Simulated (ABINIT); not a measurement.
BaZrO3, 5 atoms in the cell. It takes space group Pm-3m (No. 221, cubic). The conventional cell has a = 4.191 Å, b = 4.191 Å, c = 4.191 Å, α = 90.00°, β = 90.00°, γ = 90.00°. Ba (site symmetry m-3m) has 12 O at 2.96 Å as nearest neighbours. Around Zr (site symmetry m-3m) lie 6 O at 2.10 Å. O (site symmetry 4/mmm) has 2 Zr at 2.10 Å as nearest neighbours. 

```yaml
Program: ABINIT 10.8.3 (patched build)
Task: single point
Functional: PBEsol
Potentials_or_basis: JTH PAW PBE v2.0
Cutoff: 626 eV
k_mesh: 8 × 8 × 8
Occupations: fermi-dirac, width 0.05 eV
Spin: no spin polarisation
Fine-grid_cutoff: 1224.51 eV
Exchange_and_correlation_inside_the_PAW_spheres: full angular mesh (pawxcdev 0, this build's default; the released program takes 1)
```

Potentials or basis: JTH PAW PBE v2.0.

Command:

```sh
$ abinit run.abi > log 2>&1
```

Hardware: 1 thread of Arm Neoverse V2 (shared host).

Q: Estimate the wall time of this run.

A: Run time: 84 s on 1 thread of Arm Neoverse V2, on a shared host, peak memory 0.17 GiB. Counts: scf iterations 12, mpi ranks 1, k points 35, bands 24, plane waves 2657.
